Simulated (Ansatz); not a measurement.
**Ta2H3: from a guess to a relaxed structure**

Where does this trial cell of Ta2H3 go when cell and atoms are let free?

Method: DFT PBE, scalar-relativistic, plane waves, PAW, in Ansatz 0.2.0.

## (1) Starting point

Symmetry: Cmmm, No. 65, orthorhombic system. The conventional cell has a = 4.410 Å, b = 5.722 Å, c = 5.473 Å, α = 90.00°, β = 90.00°, γ = 90.00°. Ta (site symmetry mmm) is surrounded by 2 Ta at 2.20 Å. H (site symmetry 2/m) has 2 H at 1.81 Å in its first shell of neighbours. Around H (site symmetry mmm) lie 4 H at 1.81 Å.

Coordinates:

```
Ta H
1.0
     2.20487   -2.86092    0.00000
     2.20487    2.86092    0.00000
     0.00000    0.00000    5.47329
Ta H
2 3
Direct
  0.00000 0.00000 0.50000
  0.50000 0.50000 0.50000
  0.00000 0.50000 0.00000
  0.50000 0.00000 0.00000
  0.50000 0.50000 0.00000
```

The cell is invented: random cell by space group and Wyckoff sites (Cmmm, No. 65). Its size is a rough estimate.

## (2) Probe: one point on a coarse mesh

Input file input.yaml:

```yaml
crystal:
  lattice:
    - [2.20487467, -2.86091997, 0.0]
    - [2.20487467, 2.86091997, 0.0]
    - [0.0, 0.0, 5.47329235]
  atoms:
    - { symbol: Ta, position: [0.0, 0.0, 0.5] }
    - { symbol: Ta, position: [0.5, 0.5, 0.5] }
    - { symbol: H, position: [0.0, 0.5, 0.0] }
    - { symbol: H, position: [0.5, 0.0, 0.0] }
    - { symbol: H, position: [0.5, 0.5, 0.0] }
basis:
  ecutwfc: 420
kpoints:
  mp_grid: { grid: [6, 6, 4] }
hamiltonian:
  xc: pbe
scf:
  occupations: { method: gaussian, width: 0.1 }
  lower_state_search: "off"
output:
  forces: true
  stress: true
  eigenvalues: true
```

Command:

```bash
$ ansatz run input.yaml --threads 1 --pin off --max-ram 2560MiB --backend cpu --events-out ev --progress --plain --runs-dir out
```

The session goes on with these runs: rough relaxation on the coarse mesh; full relaxation.

Before running it: what results should come out? Wanted: conventional cell; volume; energy over the elements; gap on the mesh.

The runs gave:

```
                                                              quantity                                                                      value
                                symmetry at the end (tolerance 0.05 Å)                                               space group P4/mmm (No. 123)
                                                     conventional cell  a = 3.885 Å, b = 3.885 Å, c = 3.355 Å, α = 90.00°, β = 90.00°, γ = 90.00°
                                                                volume                                                              10.13 Å³/atom
energy over the elements (uncorrected; H, N, O, F and Cl as molecules)                                                              +0.89 eV/atom
                                                       gap on the mesh                                                               none (metal)
```

In words: The symmetry goes from space group Cmmm (No. 65) to space group P4/mmm (No. 123), and the volume per atom shrinks by 26.6 % from the first guess. The formation energy is positive, so the separate elements lie lower. No finished test with a distortion of lower symmetry is shown, so the end may be a saddle point. Spin-orbit coupling is left out for Ta.
